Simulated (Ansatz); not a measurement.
## EuAl2, space group Fd-3m: a convergence test of the plane-wave cutoff, step by step

Computed with Ansatz's Python interface.

Typed at the interpreter:
```pycon
>>> import ansatz as az
>>> from tabulate import tabulate
>>> crystal = (
...     az.Lattice.of((0.0, 4.06525, 4.06525), (4.06525, 0.0, 4.06525), (4.06525, 4.06525, 0.0))
...     .atom('Eu', (0.0, 0.0, 0.0))
...     .atom('Eu', (0.25, 0.25, 0.25))
...     .atom('Al', (0.625, 0.625, 0.625))
...     .atom('Al', (0.125, 0.625, 0.625))
...     .atom('Al', (0.625, 0.625, 0.125))
...     .atom('Al', (0.625, 0.125, 0.625))
...     .moments(Eu=4.9)
... )
>>> len(crystal.resolved().sites)
6
>>> calculation = (
...     crystal.calculation()
...     .functional('r2scan')
...     .kpoints(6)
...     .occupations('fermi_dirac')
...     .spin(az.SpinTreatment.COLLINEAR)
... )
>>> rows = []
>>> for value in [300, 350, 400, 450, 500, 550]:
...     r = calculation.basis(value).run(threads=1).report
...     rows.append((value, r['free_energy_ev'] / len(r['lattice']['sites']), r['n_iterations'], r['magnetization_mub'], r['n_pw']))
...
DeckWarning: basis.ecutwfc = 300 eV is below the records' recommended 500 eV, and the density's cutoff is lower with it unless basis.ecutrho_ratio is high enough to keep the records' density cutoff: compare with a run at a higher cutoff
DeckWarning: where an SCF of this run starts from atoms to list the orders of its open shells, Eu (sites 0, 1, from 0) starts with 6.32 μB on its 4f shell, in the place of the 4.90 μB that the deck gives it: an open f shell starts with all that it can hold by Hund's first rule. To start from spheres of the given moment, type scf.initial_density.shell_occupations: []
DeckWarning: basis.ecutwfc = 350 eV is below the records' recommended 500 eV, and the density's cutoff is lower with it unless basis.ecutrho_ratio is high enough to keep the records' density cutoff: compare with a run at a higher cutoff
DeckWarning: basis.ecutwfc = 400 eV is below the records' recommended 500 eV, and the density's cutoff is lower with it unless basis.ecutrho_ratio is high enough to keep the records' density cutoff: compare with a run at a higher cutoff
DeckWarning: basis.ecutwfc = 450 eV is below the records' recommended 500 eV, and the density's cutoff is lower with it unless basis.ecutrho_ratio is high enough to keep the records' density cutoff: compare with a run at a higher cutoff
>>> print(tabulate(rows, headers=['cutoff (eV)', 'F/atom (eV)', 'iterations', 'moment (muB)', 'plane waves'], floatfmt='.4f', tablefmt='plain'))
  cutoff (eV)    F/atom (eV)    iterations    moment (muB)    plane waves
          300     -3287.3916            18         14.2910           1591
          350     -3287.4496            18         14.2867           1989
          400     -3287.4567            18         14.2858           2421
          450     -3287.4593            16         14.2848           2891
          500     -3287.4606            18         14.2848           3479
          550     -3287.4611            16         14.2854           3839
>>> for row in rows[:-1]:
...     shift = 1000 * (row[1] - rows[-1][1])
...     print(f'{row[0]}: {shift:+.2f} meV/atom' + ('  (within 5 meV)' if abs(shift) < 5 else ''))
...
300: +69.52 meV/atom
350: +11.51 meV/atom
400: +4.36 meV/atom  (within 5 meV)
450: +1.77 meV/atom  (within 5 meV)
500: +0.52 meV/atom  (within 5 meV)
```

From 400 eV on it stays within 5 meV an atom of the value at 550 eV; the first row (300 eV) is off by 69.5 meV and the last but one by 0.52 meV. The energy falls steadily, as expected when plane waves are added. The last run costs about 2.0 times the first.

Reading the output:
- Open f shells: without a Hubbard U, without spin-orbit coupling; the state reached hangs on the start and needn't be the lowest.
- The mesh is modest for a metal, so energies can be off by several to tens of meV an atom and pressures by half a GPa or more; differences at equal mesh fare better.
- r2SCAN tends to overestimate the moments of itinerant magnets.
- The structure is a deposited one; some such entries were measured under pressure or heat, so a shift against it needn't be the functional's error alone.
- Warnings are shown shortened and without file and line.
- Shifts are counted from the last row, which is itself no proven limit.
- Run time: 3.8 min on 1 thread of Arm Neoverse V1, with other jobs on the host, peak memory 0.91 GiB.
